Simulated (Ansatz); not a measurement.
Run this with Ansatz 0.2.0 through its Python package and show what comes out.

Script `relaxed_scan.py`:
```python
'''One bond of AsH4NSi held at set lengths while the rest relaxes.'''

import warnings

import ansatz as az
from ase import Atoms
import numpy as np

BASIS_SET = 'def2-SVP'
FUNCTIONAL = 'pbe'


def main() -> None:
    warnings.simplefilter('ignore', az.DeckWarning)

    atoms = Atoms(['N', 'Si', 'As', 'H', 'H', 'H', 'H'], positions=[
        [-0.7313, -0.7937, 0.0765],
        [-0.0586, 0.875, -0.0148],
        [0.9943, -1.1115, -0.4695],
        [-1.2894, -0.8451, -0.7983],
        [-0.5366, 1.6145, -1.2047],
        [0.1738, 1.4469, 1.3277],
        [1.5091, -1.2541, 1.0374],
    ])
    mol = az.Crystal.molecule_from_ase(atoms)

    calc = mol.calculation().basis(gaussian=BASIS_SET).functional(FUNCTIONAL)
    symbols = [site.symbol for site in mol.cartesian_sites]
    pairs = [(0, 1), (0, 2), (0, 3), (1, 2), (1, 4), (1, 5)]
    print('held (A)   E (eV)        ', '  '.join(f'{symbols[i]}{i}-{symbols[j]}{j}' for i, j in pairs))
    for length in [1.69, 1.84, 1.98, 2.21, 2.48]:
        r = calc.relax(constraints=[az.DistanceConstraint((0, 2), at=length)], force_tolerance=0.02, max_steps=60).run().report
        xyz = np.array(r['positions_ang'])
        print(f'{length:6.2f} {r["free_energy_ev"]:14.5f}  ', '  '.join(f'{np.linalg.norm(xyz[i] - xyz[j]):.3f}' for i, j in pairs))


if __name__ == '__main__':
    main()
```

```console
$ python relaxed_scan.py
held (A)   E (eV)         N0-Si1  N0-As2  N0-H3  Si1-As2  Si1-H4  Si1-H5
  1.69   -70246.66313   1.742  1.690  1.022  2.324  1.498  1.500
  1.84   -70247.21405   1.735  1.840  1.023  2.336  1.499  1.503
  1.98   -70247.30403   1.754  1.980  1.027  2.328  1.503  1.497
  2.21   -70247.15041   1.764  2.210  1.034  2.339  1.505  1.497
  2.48   -70246.74084   1.761  2.480  1.037  2.362  1.507  1.498
```

Reading the output:
- Total energies depend on the basis set; only differences at equal settings carry meaning.
- The energies are electronic: no zero-point or thermal terms, and the basis set is short of its limit.
- The script silences the warnings on its input, which a real study should read.
- Wall time of the script: 3.9 min on 1 thread of Arm Neoverse N1, on a shared host, peak memory 0.2 GiB.
